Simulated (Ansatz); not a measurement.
Crystal: Ti3Se.

```
Se Ti
1.0
     3.19745    0.00000    0.00000
    -1.59872    2.76907    0.00000
     0.00000    0.00000    7.94275
Se Ti
1 3
Direct
  0.00000 0.00000 0.00000
  0.66667 0.33333 0.50000
  0.33333 0.66667 0.77290
  0.33333 0.66667 0.22710
```

The cell comes from a database or a generator and needn't be the stable form of this composition.

Base run:

- Program: Ansatz 0.2.0
- Functional: PBEsol
- Potentials or basis: all-electron LAPW, inner shells corrected to Dirac's equation
- Cutoff: 245 eV
- Density cutoff: 978 eV
- Basis error allowed: 0.002 eV/atom
- k mesh: 10 × 10 × 4
- Occupations: fermi-dirac, width 0.05 eV
- Spin: no spin polarisation

Its results: pressure -4.5 GPa; largest force 0.097 eV/Å.

**Question.** The run is repeated on the same cell with these changes: potentials or basis from all-electron LAPW, inner shells corrected to Dirac's equation to all-electron LAPW, non-relativistic. What comes out?

**Answer.** Pressure -4.0 GPa; largest force 0.109 eV/Å.

Caveats: relativity is left out, which matters for the heavier elements (some runs).

Not every run made on this cell is shown here.
